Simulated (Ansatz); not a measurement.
# AlSn (P-6m2) in Ansatz: a series of runs

The runs below take AlSn through relaxation of cell and atoms, with PBE+D3(BJ), PBE+D4, PBEsol+D3(BJ).

Program: Ansatz 0.2.0. These are calculated values, not measurements. Logs are shortened: lines on timing, memory, paths and dates and some standing lists are left out, and cuts for length are marked.

**1. Starting point**

Symmetry: P-6m2, No. 187, hexagonal system. Conventional cell: a = 4.198 Å, b = 4.198 Å, c = 3.307 Å, α = 90.00°, β = 90.00°, γ = 120.00°. Sn (site symmetry -6m2) has 6 Al at 2.93 Å and 2 Sn at 3.31 Å as nearest neighbours. Al (site symmetry -6m2) has 6 Sn at 2.93 Å and 2 Al at 3.31 Å as nearest neighbours.

The cell comes from a database or a generator and needn't be the stable form of this composition.

**2. Relaxation of cell and atoms, PBE+D3(BJ)**

File input.yaml:

```yaml
crystal:
  lattice:
    - [4.1981056157, 0.0, 0.0]
    - [-2.0990528078, 3.6356661109, 0.0]
    - [0.0, 0.0, 3.306847]
  atoms:
    - { symbol: Sn, position: [0.3333333333, 0.6666666667, 0.5] }
    - { symbol: Al, position: [0.0, 0.0, 0.0] }
hamiltonian:
  xc: pbe
  pseudopotentials: { kind: paw }
  dispersion: d3bj
kpoints:
  mp_grid: { grid: [7, 7, 8] }
scf:
  occupations: { method: fermi_dirac, width: 0.05 }
output:
  forces: true
  stress: true
  eigenvalues: true
  write_density: true
  write_potential: true
  elf: true
  volumetric_format: npy
relax:
  f_tol: 0.01
  max_steps: 40
  cell: { stress_tol: 0.05 }
```

Potentials or basis: Ansatz PAW.

On the command line:

```console
> ansatz run input.yaml --threads 2 --pin off --max-ram 5632MiB --backend cpu --events-out ev --progress --plain --runs-dir out
```

The program printed:

```text
Warning: RAYON_NUM_THREADS=2 ignored (pool sized by the plan → 2); use --threads N
Engine: ansatz 0.2.0, aarch64-unknown-linux-gnu
Pseudopotentials: kind: paw
Pseudopotential: Sn, paw, valence charge 14, recommended cutoff 420 eV (normal), Sn.paw.azcp
Pseudopotential: Al, paw, valence charge 3, recommended cutoff 420 eV (normal), Al.paw.azcp
Functional definition: PBE
  parameter kappa = 0.804
  parameter beta = 0.06672455060314922
  exchange = pbe_x(kappa = kappa, mu = beta*pi^2/3)
  correlation = pbe_c(beta = beta)
Crystal: 2 atoms, lattice volume = 50.472 Å³
Basis set: ecut = 420 eV, 953 PW (Γ), exchange–correlation on 60×60×48 points (8 copies of the dense FFT grid, shifted against one another)
Bands: 13, of which v1, the nominal top of the filled ones, is band 9 counted from 1 (8 counted from 0)
Symmetry: 12 space group operations
Space group: P-6m2 (ITA 187), of the structure as read, at distance tolerance 3.7e-5 Å
k-points: 40 of 392 (time reversal used)
Non-local potential: Sn, projectors of the file, l = 0: 2, l = 1: 2, l = 2: 2, l = 3: 2
Non-local potential: Al, projectors of the file, l = 0: 2, l = 1: 2, l = 2: 1
PAW form: soft (Blöchl's): semilocal exchange-correlation on the pseudo side does not see the compensation charge
PAW one-centre angular grid: Sn, 590 points (default); XC on 64 Gauss nodes
PAW one-centre angular grid: Al, 110 points (default); XC on 64 Gauss nodes
Initial density: superposition of atomic densities (neutral atoms: chi_scale 0, normalization atom), corrected by the library's trained network
Initial wavefunctions: pseudopotential atomic-orbital guess
Functional: x = pbe(κ = 0.804, μ = 0.2195149727645171), c = pbe(β = 0.06672455060314922)
SCF iter   1: F=—  HF=-6561.942310 eV  |F-HF|=—  |Δ(HF+E_count)|=         —  Δρ=1.84e-3  dr2=2.28e-3  ethr=1.77e-3  ⟨swp⟩=5.9  Hψ=3312  notcnv=0
preconditioner: auto → none  [metal: Δε(μ)=0.094 eV  Ē_g=18.311 eV  σ=0.050 eV  W_gap=0.38  n_scr=8 (ndim 8)  ℏωp=21.6 eV  f_vac=0.000  D(μ)=0.40/eV (n_scr^D=0)  sad-step TF]
SCF iter   2: F=—  HF=-6561.941676 eV  |F-HF|=—  |Δ(HF+E_count)|=   6.34e-4  Δρ=1.18e-3  dr2=1.03e-3  ethr=1.34e-5  ⟨swp⟩=2.1  Hψ=1089  notcnv=0
SCF iter   3: F=—  HF=-6561.941646 eV  |F-HF|=—  |Δ(HF+E_count)|=   2.97e-5  Δρ=6.88e-4  dr2=2.30e-4  ethr=6.05e-6  ⟨swp⟩=2.0  Hψ=840  notcnv=0
SCF iter   4: F=—  HF=-6561.941531 eV  |F-HF|=—  |Δ(HF+E_count)|=   1.15e-4  Δρ=2.23e-4  dr2=1.72e-5  ethr=1.35e-6  ⟨swp⟩=2.2  Hψ=802  notcnv=0
SCF iter   5: F=—  HF=-6561.941536 eV  |F-HF|=—  |Δ(HF+E_count)|=   4.79e-6  Δρ=3.43e-5  dr2=4.48e-7  ethr=1.01e-7  ⟨swp⟩=2.2  Hψ=806  notcnv=0
SCF iter   6: F=-6561.941536 eV  HF=-6561.941536 eV  |F-HF|=2.86e-8  |Δ(HF+E_count)|=   3.36e-8  Δρ=6.84e-6  dr2=3.57e-8  ethr=5.88e-10  ⟨swp⟩=11.3  Hψ=3849  notcnv=0
SCF 1 converged in 6 iterations: F = -6561.941536 eV  dr2 = 3.57e-8
relax step   1: F+E_penalty+E_count = -6561.94153566 eV  Δ(F+E_penalty+E_count) = +0.000e0 eV  max|allowed force component| = 5.551e-17 eV/Å  Δτ_max = 0.0000 Å  P = -1.824 GPa  Ω = 50.472 Å³  (6 SCF iters, dr2 threshold 1.00e-7 eV, accepted)
Crystal: 2 atoms, lattice volume = 47.991 Å³
Basis set: ecut = 420 eV, 911 PW (Γ), exchange–correlation on 60×60×48 points (8 copies of the dense FFT grid, shifted against one another)
Initial density: handed on by an earlier stage of this run
Initial wavefunctions: those handed on with the density
iter 1 solved again at ethr=3.42e-6 eV; its pass at ethr=3.10e-3 eV (dr2=5.82e-4 eV) is discarded
SCF iter   1: F=—  HF=-6561.951936 eV  |F-HF|=—  |Δ(HF+E_count)|=         —  Δρ=1.07e-3  dr2=6.20e-4  ethr=3.42e-6  ⟨swp⟩=2.0  Hψ=3934  notcnv=0
preconditioner: auto → none  [insulator: Δε(μ)=0.188 eV  Ē_g=18.475 eV  σ=0.050 eV  W_gap=0.71  n_scr=8 (ndim 8)  ℏωp=22.1 eV  f_vac=0.000  D(μ)=0.37/eV (n_scr^D=0)  ε∞_Penn≈2.4]
SCF iter   2: F=—  HF=-6561.951773 eV  |F-HF|=—  |Δ(HF+E_count)|=   1.63e-4  Δρ=5.26e-4  dr2=1.13e-4  ethr=3.42e-6  ⟨swp⟩=2.3  Hψ=741  notcnv=0
SCF iter   3: F=—  HF=-6561.951774 eV  |F-HF|=—  |Δ(HF+E_count)|=   9.88e-7  Δρ=1.20e-4  dr2=9.00e-6  ethr=6.65e-7  ⟨swp⟩=2.2  Hψ=660  notcnv=0
SCF iter   4: F=-6561.951772 eV  HF=-6561.951772 eV  |F-HF|=6.71e-8  |Δ(HF+E_count)|=   1.90e-6  Δρ=2.18e-5  dr2=1.66e-7  ethr=1.18e-9  ⟨swp⟩=8.7  Hψ=4009  notcnv=0
SCF 2 converged in 4 iterations: F = -6561.951772 eV  dr2 = 1.66e-7
relax step   2: F+E_penalty+E_count = -6561.95177217 eV  Δ(F+E_penalty+E_count) = -1.024e-2 eV  max|allowed force component| = 6.476e-17 eV/Å  Δτ_max = 0.0000 Å  P = +0.755 GPa  Ω = 47.991 Å³  energy of the carried Pulay correction = +5.515e-4 eV  (4 SCF iters, dr2 threshold 2.00e-7 eV, accepted)
Crystal: 2 atoms, lattice volume = 48.685 Å³
Basis set: ecut = 420 eV, 947 PW (Γ), exchange–correlation on 60×60×48 points (8 copies of the dense FFT grid, shifted against one another)
iter 1 solved again at ethr=2.80e-7 eV; its pass at ethr=3.10e-3 eV (dr2=4.76e-5 eV) is discarded
SCF iter   1: F=—  HF=-6561.953113 eV  |F-HF|=—  |Δ(HF+E_count)|=         —  Δρ=3.25e-4  dr2=6.50e-5  ethr=2.80e-7  ⟨swp⟩=3.5  Hψ=4053  notcnv=0
preconditioner: auto → none  [insulator: Δε(μ)=0.182 eV  Ē_g=18.440 eV  σ=0.050 eV  W_gap=0.69  n_scr=8 (ndim 8)  ℏωp=21.9 eV  f_vac=0.000  D(μ)=0.35/eV (n_scr^D=0)  ε∞_Penn≈2.4]
SCF iter   2: F=—  HF=-6561.953108 eV  |F-HF|=—  |Δ(HF+E_count)|=   4.72e-6  Δρ=1.55e-4  dr2=1.09e-5  ethr=2.80e-7  ⟨swp⟩=2.6  Hψ=777  notcnv=0
SCF iter   3: F=—  HF=-6561.953106 eV  |F-HF|=—  |Δ(HF+E_count)|=   1.67e-6  Δρ=3.84e-5  dr2=9.24e-7  ethr=6.43e-8  ⟨swp⟩=2.1  Hψ=689  notcnv=0
SCF iter   4: F=-6561.953106 eV  HF=-6561.953106 eV  |F-HF|=6.07e-9  |Δ(HF+E_count)|=   2.40e-7  Δρ=7.27e-6  dr2=1.81e-8  ethr=1.18e-9  ⟨swp⟩=10.8  Hψ=3796  notcnv=0
SCF 3 converged in 4 iterations: F = -6561.953106 eV  dr2 = 1.81e-8
relax step   3: F+E_penalty+E_count = -6561.95310601 eV  Δ(F+E_penalty+E_count) = -1.334e-3 eV  max|allowed force component| = 6.476e-17 eV/Å  Δτ_max = 0.0000 Å  P = -0.059 GPa  Ω = 48.685 Å³  energy of the carried Pulay correction = +3.932e-4 eV  (4 SCF iters, dr2 threshold 2.00e-7 eV, accepted)
Crystal: 2 atoms, lattice volume = 48.641 Å³
iter 1 solved again at ethr=7.26e-9 eV; its pass at ethr=3.10e-3 eV (dr2=1.23e-6 eV) is discarded
SCF iter   1: F=—  HF=-6561.953113 eV  |F-HF|=—  |Δ(HF+E_count)|=         —  Δρ=4.10e-5  dr2=1.23e-6  ethr=7.26e-9  ⟨swp⟩=2.8  Hψ=3623  notcnv=0
preconditioner: auto → none  [insulator: Δε(μ)=0.168 eV  Ē_g=18.438 eV  σ=0.050 eV  W_gap=0.65  n_scr=8 (ndim 8)  ℏωp=22.0 eV  f_vac=0.000  D(μ)=0.37/eV (n_scr^D=0)  ε∞_Penn≈2.4]
SCF iter   2: F=—  HF=-6561.953126 eV  |F-HF|=—  |Δ(HF+E_count)|=   1.34e-5  Δρ=1.79e-5  dr2=1.79e-7  ethr=7.24e-9  ⟨swp⟩=1.4  Hψ=576  notcnv=0
SCF iter   3: F=-6561.953126 eV  HF=-6561.953126 eV  |F-HF|=5.48e-9  |Δ(HF+E_count)|=   3.14e-8  Δρ=3.83e-6  dr2=8.02e-9  ethr=1.66e-10  ⟨swp⟩=8.6  Hψ=3053  notcnv=0
SCF 4 converged in 3 iterations: F = -6561.953126 eV  dr2 = 8.02e-9
relax step   4: F+E_penalty+E_count = -6561.95312623 eV  Δ(F+E_penalty+E_count) = -2.022e-5 eV  max|allowed force component| = 1.295e-16 eV/Å  Δτ_max = 0.0000 Å  P = +0.002 GPa  Ω = 48.641 Å³  energy of the carried Pulay correction = +4.039e-4 eV  (3 SCF iters, dr2 threshold 2.81e-8 eV, accepted)
Initial wavefunctions: pseudopotential atomic-orbital guess (no wavefunctions were taken with the density)
iter 1 solved again at ethr=3.61e-7 eV; its pass at ethr=3.10e-3 eV (dr2=6.14e-5 eV) is discarded
SCF iter   1: F=—  HF=-6561.952751 eV  |F-HF|=—  |Δ(HF+E_count)|=         —  Δρ=3.09e-5  dr2=6.80e-8  ethr=3.61e-7  ⟨swp⟩=2.3  Hψ=4571  notcnv=0
eigensolver tolerance schedule: the retry pair's looser diagonalisation over-reported the residual by 902.36 of it (diagonalisation noise at 0.12 of the residual, at the tolerance the schedule requests for it); recorded, not acted on — ethr = c·dr2/N_el stays at c = 1.0e-1
preconditioner: auto → none  [insulator: Δε(μ)=0.168 eV  Ē_g=18.439 eV  σ=0.050 eV  W_gap=0.65  n_scr=8 (ndim 8)  ℏωp=22.0 eV  f_vac=0.000  D(μ)=0.37/eV (n_scr^D=0)  ε∞_Penn≈2.4]
SCF iter   2: F=—  HF=-6561.952764 eV  |F-HF|=—  |Δ(HF+E_count)|=   1.31e-5  Δρ=1.49e-5  dr2=2.19e-8  ethr=4.00e-10  ⟨swp⟩=2.3  Hψ=880  notcnv=0
SCF iter   3: F=—  HF=-6561.952764 eV  |F-HF|=—  |Δ(HF+E_count)|=   7.90e-8  Δρ=3.48e-6  dr2=4.72e-9  ethr=1.29e-10  ⟨swp⟩=2.0  Hψ=654  notcnv=0
SCF iter   4: F=—  HF=-6561.952764 eV  |F-HF|=—  |Δ(HF+E_count)|=   1.80e-9  Δρ=8.41e-7  dr2=2.20e-10  ethr=2.77e-11  ⟨swp⟩=2.1  Hψ=837  notcnv=0
SCF iter   5: F=—  HF=-6561.952764 eV  |F-HF|=—  |Δ(HF+E_count)|=  1.61e-10  Δρ=1.47e-7  dr2=2.20e-11  ethr=1.29e-12  ⟨swp⟩=2.0  Hψ=649  notcnv=0
SCF iter   6: F=-6561.952764 eV  HF=-6561.952764 eV  |F-HF|=4.55e-12  |Δ(HF+E_count)|=  1.82e-12  Δρ=2.76e-8  dr2=5.28e-13  ethr=1.00e-12  ⟨swp⟩=5.9  Hψ=1926  notcnv=0
SCF 5 converged in 6 iterations: F = -6561.952764 eV  dr2 = 5.28e-13
relax step   5: F+E_penalty+E_count = -6561.95276378 eV  Δ(F+E_penalty+E_count) = +3.624e-4 eV  max|allowed force component| = 1.203e-16 eV/Å  Δτ_max = 0.0000 Å  P = -0.004 GPa  Ω = 48.641 Å³  stress off target by 3.20e-2 GPa  SCF on the basis re-selected at this cell (its energy is not comparable with the rows above)  (6 SCF iters)
basis re-selected at this cell: Δ(F+E_penalty+E_count) = +3.624e-4 eV, ΔP = -0.006 GPa vs the last step (what re-selecting the basis moved, of the pressure what is left beyond the Pulay correction that the steps carried, after the strain that the cell walked since its last selection, with what the two solves' SCF thresholds leave and, on support functions, any second-order correction that the steps lacked; it is no measure of the basis error at this ecutwfc). This SCF's stress stands 3.20e-2 GPa from its target on what of the cell is left free (relax.cell.stress_tol is 5.00e-2 GPa) and its largest allowed force component is 1.20e-16 eV/Å (relax.f_tol is 1.00e-2 eV/Å): within both
SCF converged after 6 iterations
Free energy (F): -6561.952764 eV
Harris-Foulkes:  -6561.952764 eV  (|F-HF|=4.55e-12)
Internal energy: -6561.948962 eV  (E = F + TS)
E sigma→0 (E₀):  -6561.950863 eV
Entropy (-TS):   -0.003802 eV (-1.901 meV/atom)
Fermi energy:    8.340275 eV
--- Per-component energies (eV) ---
  E_band       = -101.606323
  E_kinetic    = 208.358241
  E_local      = -1116.889561  (includes V_loc(G=0)·N_el)
  E_nonlocal   = -21.487030
  E_hartree    = 655.992408
  E_xc         = -421.572829
  E_vxc        = -124.103476  (∫ρ·V_xc dr)
  E_paw        = -4603.937987  (= ΣΔE_a)
  E_vpaw       = -359.469343  (= ΣTr[D̂ρ^β])
  E_aug_tail   = -0.000003  (compensation charges beyond the density's cutoff)
  E_ewald      = -1261.770633
  E_disp       = -0.641568  (pairwise vdW)
  E_smearing   = -0.003802  (= −TS)
  E_closure    = 0.000000  (closes the sum)
  Σ components = -6561.952764   (vs F -6561.952764, Δ=0.00e0)
--- Forces (eV/Å), atoms counted from 1 ---
  atom   1  Sn     0.00000000     0.00000000     0.00000000
  atom   2  Al    -0.00000000    -0.00000000     0.00000000
  max |Σ_I F_I| component: 1.85e-17 eV/Å
--- Stress (GPa, compression-positive) ---
       -0.021571       0.000000       0.000000
        0.000000      -0.021571       0.000000
        0.000000       0.000000       0.031992
  P = ⅓ Tr σ = -0.0037 GPa (-0.037 kbar)
--- Band table (eV; the first three rows and the last of 40) ---
  k-point 0: bands = ["-13.0557", "-12.9393", "-12.9393", "-12.9208", "-12.9208", "-2.3497", "8.1598", "8.1598", "9.3383", "10.8607", "11.5302", "11.5302", "13.4606"]
  k-point 1: bands = ["-13.0282", "-12.9381", "-12.9381", "-12.9309", "-12.9309", "-2.1274", "8.3939", "8.3939", "8.5445", "9.7306", "11.7060", "11.7060", "14.5427"]
  k-point 2: bands = ["-12.9616", "-12.9556", "-12.9556", "-12.9347", "-12.9347", "-1.4600", "5.8728", "9.0784", "9.0784", "10.2373", "12.1931", "12.1931", "15.0296"]
  k-point 39: bands = ["-13.0032", "-12.9981", "-12.9243", "-12.9151", "-12.8518", "2.7878", "4.2975", "5.2706", "6.0314", "7.5906", "8.6293", "15.6461", "16.1347"]
--- Relaxed structure (4 steps of the walk, 4 accepted, 1 SCFs on fresh bases) ---
  F+E_penalty+E_count = -6561.95276378 eV   max|allowed force component| = 1.203e-16 eV/Å   (the final SCF, on the basis selected at the relaxed cell)
  cell:  # Å, volume = 48.6406 Å³
    - [4.134519046542811, -2.843023502520823e-11, 0.0]
    - [-2.0672595232467836, 3.5805985267509053, 0.0]
    - [0.0, 0.0, 3.2856296058412386]
  atoms:
    - { symbol: Sn, position: [0.33333333333333326, 0.6666666666666666, 0.49999999999999994] }
    - { symbol: Al, position: [0.0, -2.775557561562891e-17, 0.0] }
```

Wall time 6.9 s (2 threads of Arm Neoverse V2, shared host); peak memory 0.33 GiB.

Results:

```yaml
Free_energy: -6561.9528 eV
Relaxed_volume: 24.32 Å³/atom
Relaxed_cell: a = 4.135 Å, b = 4.135 Å, c = 3.286 Å, α = 90.00°, β = 90.00°, γ = 120.00°
Space_group_after_relaxing_to_0.05_Å: P-6m2 (No. 187)
Energy_gained_by_relaxing: 5.6 meV/atom
Ionic_steps: 5
Pressure_after_relaxing: 0.0 GPa
Band_gap_on_the_k_mesh: none (metal or under the smearing width)
```

Step by step:
```tsv
step	energy change (eV)	largest force (eV/Å)	volume (Å³)
1	0.0000	0.0000	50.47
2	-0.0102	0.0000	47.99
3	-0.0116	0.0000	48.68
4	-0.0116	0.0000	48.64
5	-0.0112	0.0000	48.64
```

Final structure:
```yaml
crystal:
  lattice:
    - [4.13452, 0.00000, 0.00000]
    - [-2.06726, 3.58060, 0.00000]
    - [0.00000, 0.00000, 3.28563]
  atoms:
    - { symbol: Sn, position: [0.33333, 0.66667, 0.50000] }
    - { symbol: Al, position: [0.00000, 0.00000, 0.00000] }
```

Levels at points of the mesh, in eV from the Fermi level:
```csv
k point,band 4,band 5,band 6,band 7,band 8,band 9,band 10,band 11,band 12,band 13
"(0.00, 0.00, 0.00)",-21.26,-21.26,-10.69,-0.18,-0.18,1.00,2.52,3.19,3.19,5.12
"(0.00, 0.00, -0.50)",-21.27,-21.21,-7.60,-6.42,2.83,2.83,3.67,3.67,4.05,4.43
```

Caveat: the plane-wave basis is chosen anew once the cell has moved, so the energies of steps on either side of that aren't comparable; pairwise dispersion overbinds metals, which lowers pressure and volume.

**3. Relaxation of cell and atoms, PBE+D4**

Changes to input.yaml since step 2:

```diff
@@ -11,3 +11,3 @@
   pseudopotentials: { kind: paw }
-  dispersion: d3bj
+  dispersion: d4
 kpoints:
@@ -20,6 +20,2 @@
   eigenvalues: true
-  write_density: true
-  write_potential: true
-  elf: true
-  volumetric_format: npy
 relax:
```

Potentials or basis: Ansatz PAW.

On the command line:

```console
> ansatz run input.yaml --threads 2 --pin off --max-ram 5632MiB --backend cpu --events-out ev --progress --plain --runs-dir out
```

Run time: 6.7 s. Hardware: 2 threads of Arm Neoverse V2, shared host; peak memory 0.33 GiB.

It converged, with:

```yaml
Free_energy: -6561.9982 eV
Relaxed_volume: 24.31 Å³/atom
Relaxed_cell: a = 4.133 Å, b = 4.133 Å, c = 3.286 Å, α = 90.00°, β = 90.00°, γ = 120.00°
Space_group_after_relaxing_to_0.05_Å: P-6m2 (No. 187)
Energy_gained_by_relaxing: 5.8 meV/atom
Ionic_steps: 5
Pressure_after_relaxing: 0.0 GPa
Band_gap_on_the_k_mesh: none (metal or under the smearing width)
```

Step by step:
```tsv
step	energy change (eV)	largest force (eV/Å)	volume (Å³)
1	0.0000	0.0000	50.47
2	-0.0105	0.0000	47.95
3	-0.0119	0.0000	48.67
4	-0.0119	0.0000	48.62
5	-0.0116	0.0000	48.62
```

Final structure:
```
Sn Al
1.0
     4.13343    0.00000    0.00000
    -2.06672    3.57966    0.00000
     0.00000    0.00000    3.28596
Sn Al
1 1
Direct
  0.33333 0.66667 0.50000
  0.00000 0.00000 0.00000
```

Levels at points of the mesh, in eV from the Fermi level:
```csv
k point,band 5,band 6,band 7,band 8,band 9,band 10,band 11,band 12
"(0.00, 0.00, 0.00)",-21.26,-10.69,-0.18,-0.18,1.00,2.52,3.19,3.19
"(0.00, 0.00, -0.50)",-21.21,-7.60,-6.42,2.83,2.83,3.67,3.67,4.06
```

Caveat: the plane-wave basis is chosen anew once the cell has moved, so the energies of steps on either side of that aren't comparable; pairwise dispersion overbinds metals, which lowers pressure and volume.

[end of part 1 of 2]
